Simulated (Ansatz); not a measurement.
# ZrTi7C8: the cost of one run

Method: DFT PBEsol, scalar-relativistic, plane waves, PAW, in Ansatz 0.2.0.

That is the level of the relaxation; later steps name their own.

## (1) Starting point

It takes space group Fm-3m (No. 225, cubic). Conventional cell: a = 8.740 Å, b = 8.740 Å, c = 8.740 Å, α = 90.00°, β = 90.00°, γ = 90.00°. Zr (site symmetry m-3m) has 6 C at 2.19 Å as nearest neighbours. Ti (site symmetry mmm) is surrounded by 6 C at 2.19 Å. Around Ti (site symmetry m-3m) lie 6 C at 2.19 Å. Around C (site symmetry -43m) lie 6 Ti at 2.19 Å. C (site symmetry 4mm) has 1 Zr at 2.19 Å and 5 Ti at 2.19 Å as nearest neighbours.

Structure file:

```cif
data_structure
_symmetry_space_group_name_H-M 'Fm-3m'
_symmetry_Int_Tables_number 225
_cell_length_a 8.7401
_cell_length_b 8.7401
_cell_length_c 8.7401
_cell_angle_alpha 90.000
_cell_angle_beta 90.000
_cell_angle_gamma 90.000
_cell_volume 667.64
loop_
_atom_site_label
_atom_site_type_symbol
_atom_site_symmetry_multiplicity
_atom_site_Wyckoff_symbol
_atom_site_fract_x
_atom_site_fract_y
_atom_site_fract_z
_atom_site_occupancy
Zr1 Zr 4 a 0.00000 0.00000 0.00000 1
Ti1 Ti 24 d 0.25000 0.75000 0.00000 1
Ti2 Ti 4 b 0.00000 0.00000 0.50000 1
C1 C 8 c 0.25000 0.25000 0.25000 1
C2 C 24 e 0.00000 0.00000 0.75000 1
```

(A quick probe on a coarse mesh, which set the mesh and smearing, is not shown.)

## (3) Coarse relaxation

input.yaml reads:

```yaml
crystal:
  lattice:
    - [-4.370025, 4.370025, 0.0]
    - [-4.370025, 0.0, 4.370025]
    - [0.0, 4.370025, 4.370025]
  atoms:
    - { symbol: Zr, position: [0.0, 0.0, 0.0] }
    - { symbol: Ti, position: [0.5, 0.0, 0.0] }
    - { symbol: Ti, position: [0.0, 0.5, 0.0] }
    - { symbol: Ti, position: [0.0, 0.0, 0.5] }
    - { symbol: Ti, position: [0.5, 0.5, 0.0] }
    - { symbol: Ti, position: [0.5, 0.0, 0.5] }
    - { symbol: Ti, position: [0.0, 0.5, 0.5] }
    - { symbol: Ti, position: [0.5, 0.5, 0.5] }
    - { symbol: C, position: [0.75, 0.75, 0.75] }
    - { symbol: C, position: [0.25, 0.75, 0.75] }
    - { symbol: C, position: [0.75, 0.25, 0.75] }
    - { symbol: C, position: [0.75, 0.75, 0.25] }
    - { symbol: C, position: [0.25, 0.25, 0.75] }
    - { symbol: C, position: [0.25, 0.75, 0.25] }
    - { symbol: C, position: [0.75, 0.25, 0.25] }
    - { symbol: C, position: [0.25, 0.25, 0.25] }
basis:
  ecutwfc: 420
kpoints:
  mp_grid: { grid: [4, 4, 4] }
hamiltonian:
  xc: pbesol
scf:
  occupations: { method: gaussian, width: 0.1 }
output:
  forces: true
  stress: true
  eigenvalues: true
relax:
  adjacent_minimum: "off"
  f_tol: 0.05
  max_steps: 80
  cell: { stress_tol: 0.5 }
```

Run with:

```bash
$ ansatz run input.yaml --threads 4 --pin off --max-ram 10240MiB --backend cpu --events-out ev --progress --plain --runs-dir out
```

**Question.** How long does this run take on 4 threads of Intel Xeon Platinum 8375C at 2.90GHz (Ice Lake), shared host, and how much memory does it need?

About 7.5 s, with a peak of 0.8 GiB.
